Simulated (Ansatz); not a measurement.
# MgGeH (quartet): the correlation ladder at distance Mg2–H3 = 5.904 Å, 6-31G

How much of the correlation energy of MgGeH (quartet) does each wave-function method recover here?

Computed with Ansatz 0.2.0, Gaussian basis. Level: 6-31G, core rule «outside noble gas», up to 19 orbitals frozen.

The runs, in order: UHF; CCSD(T) on ROHF; CCSD(T) on UHF; BCCD(T) on ROHF; CISD; CCSDT(Q) on ROHF; CCSDT(Q) on UHF; CASSCF and MRCISD+Q, 5 electrons in 5 orbitals; CASSCF and NEVPT2, 5 electrons in 5 orbitals; CASSCF and MRCISD+Q, 7 electrons in 9 orbitals; CASSCF and NEVPT2, 7 electrons in 9 orbitals; Full CI.

18 further runs of the same task are left out: 15 that didn't finish, 3 set aside as unsound or not needed.

## Step 1: The geometry

The geometry derives from a PBE0/def2-TZVP stationary point (not a proven minimum). One bond is set to the value named and the two fragments are kept rigid. No spin-orbit coupling is included. The filled d shell of Ge may be among the frozen orbitals whatever the setting's name suggests; the logs give the count.

3 atoms, charge 0, spin multiplicity 4.

Atoms are counted from 1 here; the program's logs count them from 0.

Bond lengths: Ge1–Mg2 2.553 Å.

As a file:

```xyz
3
charge 0, multiplicity 4
Ge    0.0000    0.0000   -3.6697
Mg    0.0000    0.0000   -1.1171
H     0.0000    0.0000    4.7869
```

## Step 2: UHF

in.yaml reads:

```yaml
crystal:
  periodic: [false, false, false]
  atoms:
    - {symbol: Ge, position_ang: [0.000000, 0.000000, -3.669745]}
    - {symbol: Mg, position_ang: [0.000000, 0.000000, -1.117127]}
    - {symbol: H, position_ang: [0.000000, 0.000000, 4.786873]}
basis:
  gaussian: {orbitals: 6-31G}
magnetization: {spin_polarized: true, initial_magnetization: 3}
hamiltonian: {xc: hf}
output: {orbitals: {seedname: orbitals}}
```

Run with:

```
$ ansatz run in.yaml --threads 1 --pin off --events-out ev --progress --plain --max-ram 2393MiB
```

The runs that follow: CCSD(T) on ROHF; CCSD(T) on UHF; BCCD(T) on ROHF; CISD; CCSDT(Q) on ROHF; CCSDT(Q) on UHF; CASSCF and MRCISD+Q, 5 electrons in 5 orbitals; CASSCF and NEVPT2, 5 electrons in 5 orbitals; CASSCF and MRCISD+Q, 7 electrons in 9 orbitals; CASSCF and NEVPT2, 7 electrons in 9 orbitals; Full CI.

Q: Predict the results of all the runs planned. Wanted: FCI from the RHF energy; RMP2 from FCI; UMP2 from FCI; RCCSD from FCI; RCCSD(T) from FCI; UCCSD(T) from FCI; RCCSDT(Q) from FCI; UCCSDT(Q) from FCI; NEVPT2 pair from FCI.

As calculated:

| quantity | value |
| --- | --- |
| FCI from the ROHF energy | -2.0408 eV |
| RMP2 from FCI | +15.82 kcal/mol |
| UMP2 from FCI | +15.92 kcal/mol |
| RCCSD from FCI | +2.10 kcal/mol |
| RCCSD(T) from FCI | +0.70 kcal/mol |
| UCCSD(T) from FCI | +0.94 kcal/mol |
| RCCSDT(Q) from FCI | +0.02 kcal/mol |
| UCCSDT(Q) from FCI | -0.01 kcal/mol |
| NEVPT2 pair from FCI | +10.11 kcal/mol |
| MRCISD+Q pair from FCI | +0.74 kcal/mol |
| NEVPT2 valence from FCI | +3.38 kcal/mol |
| levels within 1 kcal/mol (43 meV) | RCCSD(T), UCCSD(T), BCCD(T), RCCSDT, UCCSDT, RCCSDT(Q), UCCSDT(Q), MRCISD+Q pair, MRCISD valence, MRCISD+Q valence |
| T1 diagnostic | 0.053 |
| effectively unpaired electrons | 3.27 |

In words: RCCSD(T) misses by +0.70 kcal/mol, 1.5 % of the correlation energy. The occupations show some static correlation. Of the multireference levels listed MRCISD+Q valence comes nearest in total energy (0.00 kcal/mol), which doesn't show that its space is the better one. These misses are within one basis, not against nature; the frozen cores of restricted and unrestricted runs differ, which can shift their rows.

Levels on UHF freeze UHF's core orbitals, full CI those of ROHF, so the U rows can settle a little off it for that reason alone.

With open shells the CI space here admits some triples and quadruples, so it is larger than plain CISD.
